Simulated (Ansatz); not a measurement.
## AsH3OSi, SMILES O1[SiH2][AsH]1: a geometry optimisation, step by step

Program: the Python package of Ansatz (0.2.0).

The cells in order, each with its output:

In [1]:
```python
import itertools

import ansatz
from ase.data import atomic_numbers, covalent_radii
import numpy as np
```

In [2]:
```python
geometry = (
    ansatz.Crystal.molecule()
    .atom("O", [0.7422, -1.0753, 0.1423])
    .atom("Si", [-0.3385, 0.0254, -0.7344])
    .atom("As", [-0.2914, -0.3156, 1.5345])
    .atom("H", [-1.2789, -0.7186, -1.4799])
    .atom("H", [0.4138, 1.1833, -1.2555])
    .atom("H", [0.7949, 0.8367, 1.7467])
)
```

In [3]:
```python
setup = (
    geometry.calculation()
    .basis(gaussian="def2-SVP")
    .functional("pbe")
)
symbols = [site.symbol for site in geometry.cartesian_sites]
start = np.array([site.position_ang for site in geometry.cartesian_sites], dtype=float)
def progress(event):
    if event["event"] == "relax_step":
        row = event["data"]
        print(f"step {row['step']:3d}  E = {row['lagrangian_ev']:.6f} eV  largest force component {row['allowed_force_max_ev_ang']:.4f} eV/A")
```

In [4]:
```python
report = setup.relax(force_tolerance=0.01, max_steps=100).session().plan().execute(on_event=progress).report
end = np.array(report["positions_ang"])
```
```text
step   1  E = -70787.445599 eV  largest force component 2.1463 eV/A
step   2  E = -70787.627250 eV  largest force component 0.8748 eV/A
step   3  E = -70787.684031 eV  largest force component 0.4638 eV/A
step   4  E = -70787.689168 eV  largest force component 0.2562 eV/A
step   5  E = -70787.700947 eV  largest force component 0.0396 eV/A
step   6  E = -70787.701263 eV  largest force component 0.0190 eV/A
step   7  E = -70787.701339 eV  largest force component 0.0031 eV/A
```

In [5]:
```python
print("reference energy %16.6f eV" % report["reference_energy_ev"])
print("total energy     %16.6f eV" % report["free_energy_ev"])
print("occupied orbitals outside the frozen core (up, down):", report["n_occupied"], " frozen:", report["n_frozen"], " virtual:", report["n_virtual"])

# pairs closer than 1.2 times the sum of covalent radii, before or after
radius = [covalent_radii[atomic_numbers[s]] for s in symbols]
span = lambda where, i, j: np.linalg.norm(where[i] - where[j])
bonded = [(i, j) for i, j in itertools.combinations(range(len(symbols)), 2) if min(span(start, i, j), span(end, i, j)) < 1.2 * (radius[i] + radius[j])]
print("pair        before    after (A)")
for i, j in bonded:
    print(f"{symbols[i]}{i}-{symbols[j]}{j}".ljust(10), f"{span(start, i, j):8.4f} {span(end, i, j):8.4f}")
for first, second in list(itertools.combinations(bonded, 2)):
    shared = set(first) & set(second)
    if shared and symbols[(j := shared.pop())] != "H":
        i, k = sorted((set(first) | set(second)) - {j})
        u, v = end[i] - end[j], end[k] - end[j]
        angle = np.degrees(np.arccos(np.clip(u @ v / np.linalg.norm(u) / np.linalg.norm(v), -1, 1)))
        print(f"final angle {symbols[i]}{i}-{symbols[j]}{j}-{symbols[k]}{k}: {angle:.2f} deg")
```
```text
reference energy    -70787.701368 eV
total energy        -70787.701368 eV
occupied orbitals outside the frozen core (up, down): [29, 29]  frozen: 0  virtual: [50, 50]
pair        before    after (A)
O0-Si1       1.7743   1.6958
O0-As2       1.8931   1.9459
Si1-As2      2.2949   2.3078
Si1-H3       1.4120   1.4991
Si1-H4       1.4759   1.4997
As2-H5       1.5978   1.5576
final angle Si1-O0-As2: 78.32 deg
final angle O0-Si1-As2: 55.66 deg
final angle O0-Si1-H3: 116.39 deg
final angle O0-Si1-H4: 116.20 deg
final angle O0-As2-Si1: 46.02 deg
final angle O0-As2-H5: 95.90 deg
final angle As2-Si1-H3: 121.03 deg
final angle As2-Si1-H4: 122.19 deg
final angle Si1-As2-H5: 92.73 deg
final angle H3-Si1-H4: 112.76 deg
```

In [6]:
```python
charges = report["charge_distribution"]
print("dipole moment", round(4.803205 * float(np.linalg.norm(charges["dipole_moment_e_ang"])), 3), "D")
print("Mulliken:", [(s, round(q, 3)) for s, q in zip(symbols, charges["mulliken_charges_e"])])
```
```text
dipole moment 1.775 D
Mulliken: [('O', -0.472), ('Si', 0.38), ('As', 0.217), ('H', -0.049), ('H', -0.051), ('H', -0.025)]
```

What to keep in mind:
- These settings explore the input space; basis and method may be short of convergence.
- The end point is the stationary point reached from this start; no frequency run checks that it is a minimum, and the basis set is modest.
- Wall time of the script: 18 s on 1 thread of Arm Neoverse V2 (shared host), peak memory 0.22 GiB.

(Lines on the test bed's own set-up are left out of the output.)
